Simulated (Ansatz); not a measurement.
# Si12HO24: the cost of one run

Method: DFT PBE+D3(BJ), scalar-relativistic, plane waves, PAW, in Ansatz 0.2.0.

### 1 Starting point

Symmetry: P1, No. 1, triclinic system. Conventional cell: a = 9.832 Å, b = 9.832 Å, c = 10.818 Å, α = 90.00°, β = 90.00°, γ = 120.00°. Si (site symmetry 1) is surrounded by 4 O at 1.62 to 1.63 Å. O (site symmetry 1) is surrounded by 2 Si at 1.62 to 1.63 Å. Around O (site symmetry 1) lie 2 Si at 1.62 Å. Around O (site symmetry 1) lie 1 H at 0.80 Å. Only part of the 74 independent sites is listed.

Coordinates:

```
CELL_PARAMETERS angstrom
9.83160 0.00000 0.00000
-4.91580 8.51442 0.00000
0.00000 0.00000 10.81820
ATOMIC_POSITIONS crystal
Si 0.27091 0.00944 0.16550
Si 0.99856 0.25925 0.33637
Si 0.22933 0.23504 0.99739
O 0.05860 0.18518 0.44266
O 0.29100 0.36665 0.10583
O 0.13986 0.42674 0.28700
O 0.20098 0.07202 0.05775
O 0.40663 0.37046 0.36153
O 0.43265 0.15393 0.22174
Si 0.25370 0.99438 0.68573
Si 0.99431 0.26059 0.82640
Si 0.20833 0.19465 0.51533
O 0.06371 0.20181 0.93799
O 0.29612 0.36022 0.59451
O 0.13300 0.42064 0.76628
O 0.14410 0.05346 0.61928
O 0.36189 0.29747 0.88893
O 0.42737 0.13829 0.72276
Si 0.26215 0.49759 0.17186
Si 0.00711 0.77124 0.32831
Si 0.22354 0.72729 0.00550
O 0.06984 0.70057 0.43567
O 0.29760 0.87258 0.10479
O 0.14592 0.93956 0.27920
O 0.19259 0.56569 0.06918
O 0.37255 0.80406 0.39559
O 0.42818 0.64217 0.22065
Si 0.26694 0.49253 0.65932
Si 0.99649 0.75556 0.84437
Si 0.23417 0.73800 0.49996
O 0.04846 0.68117 0.95653
O 0.28315 0.87212 0.60503
O 0.15738 0.91483 0.81137
O 0.21075 0.57530 0.55681
O 0.34646 0.77304 0.89053
O 0.42976 0.62465 0.72306
Si 0.76792 0.00277 0.16378
Si 0.51505 0.29097 0.32639
Si 0.73548 0.23561 0.99475
O 0.56750 0.21997 0.44184
O 0.81147 0.37133 0.09998
O 0.67410 0.44153 0.27610
O 0.70480 0.07084 0.05440
O 0.85988 0.28539 0.39199
O 0.93376 0.13888 0.21914
Si 0.75003 0.99455 0.66432
Si 0.49888 0.26944 0.83240
Si 0.72707 0.23407 0.49922
O 0.56888 0.20975 0.94328
O 0.79694 0.36519 0.60909
O 0.63625 0.43348 0.77449
O 0.68561 0.06528 0.55787
O 0.85949 0.29280 0.88103
O 0.91655 0.12769 0.71992
Si 0.78748 0.50967 0.15735
Si 0.50148 0.77123 0.33065
Si 0.73061 0.73211 0.99894
O 0.56894 0.69340 0.43072
O 0.79194 0.86293 0.10843
O 0.63998 0.93597 0.27617
O 0.70678 0.56830 0.05478
O 0.86888 0.79646 0.38702
O 0.95056 0.65389 0.20975
Si 0.76900 0.50175 0.66626
Si 0.48924 0.75492 0.83325
Si 0.73597 0.73346 0.49493
O 0.56444 0.70114 0.94373
O 0.78059 0.86180 0.60293
O 0.62066 0.92217 0.77498
O 0.71032 0.57133 0.55464
O 0.86155 0.79387 0.88926
O 0.93329 0.63874 0.72500
H 0.45721 0.46186 0.37810
H 0.29265 0.13515 0.44220
```

The structure rests on an entry of the Crystallography Open Database; cell or positions may have been set otherwise for this series.

### 2 Single point: Si24H2O48 defect cell, no spin

The input, input.yaml:

```yaml
crystal:
  lattice:
    - [9.8316, 0.0, 0.0]
    - [-4.9158, 8.51441536, 0.0]
    - [0.0, 0.0, 10.8182]
  atoms:
    - { symbol: Si, position: [0.27090991, 0.00943918, 0.16550271] }
    - { symbol: Si, position: [0.99855819, 0.25925143, 0.33636945] }
    - { symbol: Si, position: [0.22933137, 0.23503529, 0.99738881] }
    - { symbol: O, position: [0.05859949, 0.18517759, 0.44265895] }
    - { symbol: O, position: [0.29100201, 0.3666465, 0.1058264] }
    - { symbol: O, position: [0.13985985, 0.42674249, 0.2869976] }
    - { symbol: O, position: [0.20098351, 0.072017, 0.05774872] }
    - { symbol: O, position: [0.40662984, 0.37046275, 0.36153483] }
    - { symbol: O, position: [0.43265149, 0.15392501, 0.22174048] }
    - { symbol: Si, position: [0.25369996, 0.99437982, 0.68573015] }
    - { symbol: Si, position: [0.99430889, 0.26058593, 0.82639631] }
    - { symbol: Si, position: [0.20832699, 0.19465358, 0.51533113] }
    - { symbol: O, position: [0.0637104, 0.2018104, 0.93798568] }
    - { symbol: O, position: [0.29612095, 0.3602216, 0.59450641] }
    - { symbol: O, position: [0.1329963, 0.42063657, 0.7662825] }
    - { symbol: O, position: [0.14409594, 0.05346281, 0.61928378] }
    - { symbol: O, position: [0.36189471, 0.29746961, 0.88893061] }
    - { symbol: O, position: [0.42736682, 0.13829336, 0.72276065] }
    - { symbol: Si, position: [0.26214916, 0.49759118, 0.17186159] }
    - { symbol: Si, position: [0.00710923, 0.77123729, 0.32831486] }
    - { symbol: Si, position: [0.22354109, 0.72728962, 0.00549562] }
    - { symbol: O, position: [0.06984227, 0.70057486, 0.43567037] }
    - { symbol: O, position: [0.29760326, 0.87258005, 0.10479488] }
    - { symbol: O, position: [0.1459163, 0.9395625, 0.27919798] }
    - { symbol: O, position: [0.19259347, 0.56569275, 0.06917712] }
    - { symbol: O, position: [0.37254831, 0.80406332, 0.39559021] }
    - { symbol: O, position: [0.42818226, 0.64216913, 0.22065372] }
    - { symbol: Si, position: [0.26694344, 0.4925265, 0.65932113] }
    - { symbol: Si, position: [0.99649256, 0.75556261, 0.84437233] }
    - { symbol: Si, position: [0.23416628, 0.73799752, 0.49996156] }
    - { symbol: O, position: [0.04846288, 0.68117125, 0.95653327] }
    - { symbol: O, position: [0.28315089, 0.87211612, 0.60503124] }
    - { symbol: O, position: [0.15737681, 0.91483177, 0.81137221] }
    - { symbol: O, position: [0.21074645, 0.57530197, 0.556815] }
    - { symbol: O, position: [0.34646495, 0.77303806, 0.89052848] }
    - { symbol: O, position: [0.42975875, 0.62464956, 0.72305921] }
    - { symbol: Si, position: [0.76791836, 0.00277258, 0.16377682] }
    - { symbol: Si, position: [0.51504538, 0.29097177, 0.32638919] }
    - { symbol: Si, position: [0.73548288, 0.23560657, 0.99475449] }
    - { symbol: O, position: [0.56749952, 0.21996899, 0.44184141] }
    - { symbol: O, position: [0.81147478, 0.37132648, 0.09997513] }
    - { symbol: O, position: [0.67410225, 0.44152871, 0.27610493] }
    - { symbol: O, position: [0.70480243, 0.07083918, 0.05440394] }
    - { symbol: O, position: [0.8598764, 0.28539166, 0.39199297] }
    - { symbol: O, position: [0.93376359, 0.13887969, 0.21914458] }
    - { symbol: Si, position: [0.7500254, 0.99454861, 0.66431771] }
    - { symbol: Si, position: [0.49887917, 0.26943743, 0.83239937] }
    - { symbol: Si, position: [0.7270726, 0.23406851, 0.49921505] }
    - { symbol: O, position: [0.56887863, 0.20974787, 0.94327992] }
    - { symbol: O, position: [0.79694248, 0.3651871, 0.60908981] }
    - { symbol: O, position: [0.63625057, 0.43348205, 0.77448816] }
    - { symbol: O, position: [0.68560669, 0.06527987, 0.557871] }
    - { symbol: O, position: [0.85948737, 0.29280123, 0.88102569] }
    - { symbol: O, position: [0.91654692, 0.12768618, 0.7199152] }
    - { symbol: Si, position: [0.78747838, 0.50967473, 0.15735284] }
    - { symbol: Si, position: [0.50148114, 0.77123377, 0.33064608] }
    - { symbol: Si, position: [0.73060586, 0.7321122, 0.99893578] }
    - { symbol: O, position: [0.56893963, 0.6934002, 0.43072309] }
    - { symbol: O, position: [0.79194155, 0.86292716, 0.10842923] }
    - { symbol: O, position: [0.63997688, 0.93597481, 0.27617409] }
    - { symbol: O, position: [0.70678049, 0.56829676, 0.05477969] }
    - { symbol: O, position: [0.86887711, 0.79645784, 0.38701535] }
    - { symbol: O, position: [0.95055965, 0.65389007, 0.20975456] }
    - { symbol: Si, position: [0.76899768, 0.50175342, 0.66625993] }
    - { symbol: Si, position: [0.48924221, 0.7549201, 0.83324598] }
    - { symbol: Si, position: [0.73597028, 0.73346146, 0.49492752] }
    - { symbol: O, position: [0.56444351, 0.70114253, 0.94373227] }
    - { symbol: O, position: [0.78058819, 0.86180204, 0.60293221] }
    - { symbol: O, position: [0.6206643, 0.92216985, 0.77498327] }
    - { symbol: O, position: [0.71032277, 0.57133185, 0.55464265] }
    - { symbol: O, position: [0.8615482, 0.79386889, 0.88925653] }
    - { symbol: O, position: [0.93329055, 0.63873547, 0.72499861] }
    - { symbol: H, position: [0.45721327, 0.46185793, 0.37810499] }
    - { symbol: H, position: [0.29264524, 0.13514836, 0.4422009] }
scf:
  occupations: { method: gaussian, width: 0.02 }
output:
  stress: false
  eigenvalues: true
kpoints:
  mp_grid: { grid: [1, 1, 1] }
hamiltonian:
  xc: pbe
  dispersion: d3bj
```

Started as:

```
$ ansatz run input.yaml --threads 4 --pin off --max-ram 20480MiB --backend cpu --events-out ev --progress --plain --runs-dir out
```

**Question.** How long does this run take on 4 threads of Intel Xeon 6975P-C (Granite Rapids), shared host, and how much memory does it need?

About 3.6 s, with a peak of 1 GiB.
